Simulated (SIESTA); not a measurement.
**Mg in SIESTA: the effect of basis**

Mg, a slab with vacuum:

```xyz
5
Lattice="3.2093 0.0000 0.0000 -1.6046 2.7793 0.0000 0.0000 0.0000 25.4207" Properties=species:S:1:pos:R:3 pbc="T T T"
Mg    0.0000    1.8529    7.5000
Mg    1.6046    0.9264   10.1052
Mg    0.0000    1.8529   12.7103
Mg    1.6046    0.9264   15.3155
Mg    0.0000    1.8529   17.9207
```

Alike in all runs:

```yaml
Program: SIESTA 5.4.2
Task: band structure
Functional: PBE
Potentials_or_basis: PseudoDojo 0.4 standard (PBE files)
Grid_cutoff: 800 Ry
Energy_shift: 0.003 Ry
k_mesh: 10 × 10 × 1
Occupations: fermi-dirac, width 0.05 eV
Spin: no spin polarisation
```

Question: One run gave: largest force 0.27 eV/Å. Which basis did it use?
A. DZP
B. TZP
C. SZP
D. TZDP
E. DZDP

Answer: C.

```csv
basis,largest force (eV/Å)
SZP,0.27
DZP,0.14
DZDP,0.14
TZP,0.10
TZDP,0.09
```
